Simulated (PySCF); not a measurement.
**A diatomic session: KBe**

The task here is to estimate one member of a computed series from the others.

Method: K def2-SVP, Be def2-SVP, no relativity; program: PySCF 2.14.0.

The first run:

A driver script around PySCF takes these settings:

```json
{
  "atoms": "K, Be",
  "charge": "0",
  "basis": "K def2-SVP, Be def2-SVP",
  "Hamiltonian": "no relativity",
  "basis functions": "33",
  "electrons treated": "23",
  "masses in u": "38.9637, 9.0122",
  "levels": "PBE0, PBE, r²SCAN, r²SCAN0, BLYP, M06-2X, CAM-B3LYP, HF, MP2, SCS-MP2, CCSD, CCSD(T)",
  "grid": "80 radial by 434 angular points",
  "occupations": "held fixed by the projection of orbital angular momentum",
  "dissociation limit": "K + Be, each in its ground configuration",
  "starting distance in angstrom": "2.905",
  "values of 2S to try": "1, 3"
}
```

Among the steps run: The job; PBE0 along the bond; Other states along the same grid; PBE; r²SCAN; r²SCAN0; BLYP (GGA); M06-2X (hybrid meta-GGA); CAM-B3LYP (range-separated hybrid); ROHF (mean field); Correlated methods on the Hartree–Fock reference.

One table of the session follows, with a row left open; its other results are not shown here.

It belongs to the step «The curves together». Energy (eV) from each level's lowest point:

| R (Å) | ROHF | ROHF-MP2 | ROHF-SCS-MP2 | ROHF-CCSD | ROHF-CCSD(T) |
| --- | --- | --- | --- | --- | --- |
| 2.951 | 0.400 | 0.305 | 0.321 | n/a | n/a |
| 3.089 | 0.279 | 0.197 | 0.212 | 0.197 | 0.187 |
| 3.226 | 0.194 | 0.124 | 0.138 | 0.125 | 0.116 |
| 3.329 | 0.147 | 0.086 | 0.098 | 0.087 | 0.079 |
| 3.432 | 0.111 | 0.059 | 0.069 | 0.059 | 0.053 |
| 3.535 | 0.083 | 0.039 | 0.048 | 0.039 | 0.034 |
| 3.672 | ? | ? | ? | ? | ? |
| 3.844 | 0.033 | 0.009 | 0.014 | 0.008 | 0.006 |
| 4.050 | 0.015 | 0.002 | 0.005 | 0.000 | 0.000 |
| 4.324 | 0.000 | 0.000 | 0.000 | n/a | n/a |

Estimate the missing values for R (Å) = 3.672.

Worked estimate for «ROHF». A straight line through the neighbours (3.535, 0.083) and (3.844, 0.033) gives 0.083 + (0.033 − 0.083) × (3.672 − 3.535) / (3.844 − 3.535) = 0.061; a parabola fitted to 4 rows on both sides gives 0.057.

**Answer.** ROHF: 0.056; ROHF-MP2: 0.022; ROHF-SCS-MP2: 0.029; ROHF-CCSD: 0.021; ROHF-CCSD(T): 0.018. In «ROHF» the line misses by +0.005 and the parabola by +0.001.

State 3 has its PBE0 minimum 2.10 eV higher. The other levels ran on the lowest alone.
